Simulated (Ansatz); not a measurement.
**C3H9B: small, medium and large basis sets**

How large a basis does C3H9B need? Two functionals are run in growing sets.

Method: one geometry, several basis sets; program: Ansatz 0.2.0, Gaussian basis.

Levels to be run: PBE0-D4/def2-SVP; ωB97M-V/def2-SVP; PBE0-D4/def2-QZVPP; ωB97M-V/def2-QZVPP; the functionals' def2-TZVPP values are taken from earlier runs.

### Step 1. The geometry

All runs share one geometry, relaxed beforehand with PBE0-D4 in a triple-zeta def2 set.

SMILES `BC(C)C`, 13 atoms, charge 0, spin multiplicity 1.

Atoms are counted from 1 here; the program's logs count them from 0.

Bond lengths: B1–C2 1.546 Å, B1–H5 1.199 Å, B1–H6 1.199 Å, C2–C3 1.524 Å, C2–C4 1.524 Å, C2–H7 1.119 Å, C3–H8 1.094 Å, C3–H9 1.092 Å, C3–H10 1.094 Å, C4–H11 1.094 Å, C4–H12 1.092 Å, C4–H13 1.094 Å. Angles: C2–B1–H5 120.5°, C2–B1–H6 120.5°, H5–B1–H6 118.7°, B1–C2–C3 116.9°, B1–C2–C4 116.9°, B1–C2–H7 93.7°, C3–C2–C4 112.3°, C3–C2–H7 107.1°, C4–C2–H7 107.1°, C2–C3–H8 110.4°, C2–C3–H9 111.7°, C2–C3–H10 111.6°, H8–C3–H9 107.5°, H8–C3–H10 107.2°, H9–C3–H10 108.2°, C2–C4–H11 111.6°, C2–C4–H12 111.7°, C2–C4–H13 110.4° and more.

### Step 2. PBE0-D4 in def2-SVP

in.yaml

```yaml
crystal:
  periodic: [false, false, false]
  atoms:
    - {symbol: B, position_ang: [-1.185477, 1.115554, -0.047223]}
    - {symbol: C, position_ang: [0.028787, 0.173530, -0.214460]}
    - {symbol: C, position_ang: [1.131342, 0.275852, 0.833340]}
    - {symbol: C, position_ang: [-0.266121, -1.269894, -0.606299]}
    - {symbol: H, position_ang: [-2.216948, 0.885422, -0.614562]}
    - {symbol: H, position_ang: [-1.078067, 2.145149, 0.558715]}
    - {symbol: H, position_ang: [0.398804, 0.694810, -1.133337]}
    - {symbol: H, position_ang: [0.819098, -0.205745, 1.764551]}
    - {symbol: H, position_ang: [1.372094, 1.315232, 1.065414]}
    - {symbol: H, position_ang: [2.048199, -0.222010, 0.504237]}
    - {symbol: H, position_ang: [0.634207, -1.786015, -0.952467]}
    - {symbol: H, position_ang: [-1.017564, -1.327953, -1.396294]}
    - {symbol: H, position_ang: [-0.647954, -1.828532, 0.253185]}
basis:
  gaussian: {orbitals: def2-SVP}
hamiltonian: {xc: pbe0, dispersion: d4}
output: {orbitals: {seedname: orbitals}}
```

After this run come: ωB97M-V in def2-SVP; PBE0-D4 in def2-QZVPP; ωB97M-V in def2-QZVPP.

Before running them: what should the planned runs give, taken together? Wanted: PBE0-D4: double and triple zeta above quadruple; ωB97M-V: double and triple zeta above quadruple.

As calculated:

| quantity | value |
| --- | --- |
| PBE0-D4: double and triple zeta above quadruple | 4.48, 0.24 eV |
| ωB97M-V: double and triple zeta above quadruple | 4.81, 0.23 eV |

What this shows: PBE0-D4 gains 4.24 eV from double to triple zeta, then 0.24 eV more. Total energies overstate the basis error of differences, where much of it tends to cancel.
